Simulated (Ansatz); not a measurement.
# CdAg: strong compression

One table from this session's results is given with a row withheld; the runs are named, their logs left out.

Program: Ansatz 0.2.0. Level of theory: DFT, PBEsol, PAW with Ansatz's default frozen-core files, scalar-relativistic. These are calculated values, not measurements.

1 further run of the same task is left out (it didn't finish).

### The system as given

Symmetry: Amm2, No. 38, orthorhombic system. The conventional cell has a = 4.760 Å, b = 2.951 Å, c = 5.400 Å, α = 90.00°, β = 90.00°, γ = 90.00°. Cd (site symmetry mm2) has 6 Ag at 2.94 to 2.96 Å and 6 Cd at 2.95 to 3.08 Å as nearest neighbours. Ag (site symmetry mm2) is surrounded by 6 Cd at 2.94 to 2.96 Å and 6 Ag at 2.95 to 3.08 Å.

Coordinates:

```cif
data_structure
_symmetry_space_group_name_H-M 'P 1'
_symmetry_Int_Tables_number 1
_cell_length_a 4.7595
_cell_length_b 3.0770
_cell_length_c 3.0770
_cell_angle_alpha 57.304
_cell_angle_beta 90.000
_cell_angle_gamma 90.000
_cell_volume 37.92
loop_
_atom_site_label
_atom_site_type_symbol
_atom_site_fract_x
_atom_site_fract_y
_atom_site_fract_z
_atom_site_occupancy
Cd1 Cd 0.50000 0.66056 0.66056 1
Ag1 Ag 0.00000 0.33944 0.33944 1
```

Whether this phase is the stable one at these pressures isn't tested.

Atoms are numbered in the order of the input: Cd1, Ag2.

Set-up of the first run:

Contents of input.yaml:

```yaml
crystal:
  lattice:
    - [4.75954147, 0.0, 0.0]
    - [0.0, 1.47539516, 2.70021891]
    - [0.0, -1.47539516, 2.70021891]
  atoms:
    - { symbol: Cd, position: [0.5, 0.66055845, 0.66055845] }
    - { symbol: Ag, position: [0.0, 0.33944155, 0.33944155] }
kpoints:
  mp_grid: { grid: [8, 14, 14] }
scf:
  occupations: { method: fermi_dirac, width: 0.05 }
hamiltonian:
  xc: pbesol
  pseudopotentials: { kind: paw }
output:
  forces: true
  stress: true
  write_density: true
  write_potential: true
  elf: true
  volumetric_format: npy
relax:
  f_tol: 0.01
  max_steps: 30
  cell: { stress_tol: 0.05, fix: [volume] }
```

Run with:

```sh
$ ansatz run input.yaml --threads 1 --pin off --max-ram 2048MiB --backend cpu --events-out ev --progress --plain --runs-dir out
```

Among the steps run: Shape and atoms relaxed at the given volume, PAW; Volume scaled by 1, PAW; Shape and atoms relaxed at 0.75 of the volume, PAW; Volume scaled by 0.75, PAW; Shape and atoms relaxed at 0.55 of the volume, PAW; Volume scaled by 0.55, PAW; Shape and atoms relaxed at 0.45 of the volume, PAW; Volume scaled by 0.45, PAW.

One of the session's tables, all rows but one given; the rest of the session is left out.

| method | volume over the first | volume (Å³/atom) | pressure (GPa) |
| --- | --- | --- | --- |
| PAW | 1 | 18.961 | -3.41 |
| PAW | 0.75 | 14.221 | 45.30 |
| PAW | 0.55 | ? | ? |
| PAW | 0.45 | 8.533 | 552.75 |

Q: Estimate the row for PAW, 0.55 from the others.

The run gave: volume (Å³/atom): 10.429; pressure (GPa): 239.13. In the column «volume (Å³/atom)» it lies between PAW, 0.45 (8.533) and PAW, 0.75 (14.221).

To keep in mind: Warnings in the runs' records: gradients without spin orbit.
